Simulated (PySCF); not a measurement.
# F8S4Si4: the cost of one run

Programs: PySCF 2.14.0, with routines of our own; each step states its level. All values are computed. Atoms count from 0.

## Step 1: The starting structure

16 atoms, charge 0, multiplicity 1; geometry from: GFN2-xTB.

## Step 2: Electronic excitations: TDA BP86/6-31G*

What the job is given:

```
{"job": {"kind": "uv", "basis": "6-31G*", "grid": 1, "kgrid": 0, "vcut": 2.5, "nstates": 3, "ntriplets": 0, "tda": true, "delta": [], "pop": false, "xc": "BP86"}, "charge": 0, "multiplicity": 1}
F      3.077459    -1.783842     0.808573
Si     1.901756    -0.866941     0.274096
F      1.030385    -0.647648     1.586287
S      0.829964    -1.893202    -1.254418
Si    -1.070673    -2.333552    -0.386479
F     -0.945640    -2.610115     1.173446
F     -1.513269    -3.745105    -0.948572
S     -2.665982    -0.995139    -0.819519
Si    -1.915867     0.872540    -0.129038
F     -1.307068     0.722110     1.332524
F     -3.167642     1.807919     0.129823
S     -0.572348     1.824238    -1.481688
Si     1.134212     2.316841    -0.296126
F      1.680742     3.700432    -0.835801
F      0.722757     2.669910     1.197794
S      2.776654     0.966921    -0.357748
```

Level: TDA BP86/6-31G*, vertical, gas phase, core orbitals frozen in the response, virtual orbitals cut by energy.

The run is started by

```bash
$ OMP_NUM_THREADS=1 python large_run.py task.json out
```

The driver reads the jobs from task.json and runs them one after another.

Q: Estimate the wall time and peak memory of this first job on 1 thread of Arm Neoverse N1, shared host.

About 23 s, with a peak of 0.52 GiB.
